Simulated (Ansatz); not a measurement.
# OTa: the cost of one run

Computed with Ansatz 0.2.0, Gaussian basis. Level: def2-QZVPP, core rule «outside noble gas», up to 5 orbitals frozen.

Plan: UHF; ROHF; CCSD(T) on UHF.

## (1) The geometry

The geometry is a PBE0/def2-TZVP stationary point (not a proven minimum) of the parent state, kept for this charge and spin. No spin-orbit coupling is included. Elements past krypton take def2 core potentials.

2 atoms, charge 1, spin multiplicity 3.

Atoms are counted from 1 here; the program's logs count them from 0.

Bond lengths: Ta1–O2 1.699 Å.

Geometry (Å):

```xyz
2
OTa
Ta    0.00000    0.00000    0.00000
O     0.00000    0.00000    1.69860
```

## (2) UHF

Contents of in.yaml:

```yaml
crystal:
  periodic: [false, false, false]
  atoms:
    - {symbol: Ta, position_ang: [0.000000, 0.000000, 0.000000]}
    - {symbol: O, position_ang: [0.000000, 0.000000, 1.698600]}
basis:
  gaussian: {orbitals: "def2-QZVPP.json"}
total_charge: 1
magnetization: {spin_polarized: true, initial_magnetization: 2}
hamiltonian: {xc: hf}
output: {orbitals: {seedname: orbitals}}
```

Run with:

```bash
> ansatz run in.yaml --threads 1 --pin off --events-out ev --progress --plain --max-ram 4096MiB --backend cpu
```

What time and memory should one allow on 1 thread of AMD EPYC 7R13, shared host?

About 9.5 s, with a peak of 0.31 GiB.
